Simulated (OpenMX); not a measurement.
Molecule: Cl2Si, in a box.

```
CELL_PARAMETERS angstrom
11.00000 0.00000 0.00000
0.00000 13.00000 0.00000
0.00000 0.00000 10.00000
ATOMIC_POSITIONS crystal
Cl 0.54125 0.62458 0.54140
Si 0.44453 0.50042 0.46540
Cl 0.55784 0.37865 0.51600
```

* Program: OpenMX 3.8.5
* Task: single point
* Functional: PBE
* Potentials or basis: OpenMX 2013 PBE set, Cl7.0-s2p2d1f1, Si7.0-s2p2d1, grid cutoff 300 Ry
* k mesh: 1 × 1 × 1
* Occupations: fermi-dirac, width 0.05 eV
* Spin: no spin polarisation

On this cell: largest force 0.745 eV/Å; gap between the frontier levels 3.03 eV.

The same run follows on a disturbed copy (atoms moved at random, drawn with an rms of 0.05 Å):

```
Cl Si
1.0
    11.00000    0.00000    0.00000
     0.00000   13.00000    0.00000
     0.00000    0.00000   10.00000
Cl Si
2 1
Direct
  0.54694 0.62067 0.53797
  0.55722 0.37920 0.51452
  0.44355 0.50440 0.46487
```

Question: What changes?

Answer: The energy moves by +15.8 meV/atom; largest force 1.566 eV/Å; gap between the frontier levels 3.07 eV.

Forces in eV/Å, atoms in the order of the input:
```
Cl   0.753  1.274  0.510
Si  -0.753 -1.027 -0.484
Cl   0.001 -0.247 -0.026
```

Caveats: the basis of atomic orbitals isn't converged, which shifts pressures, moduli and gaps.

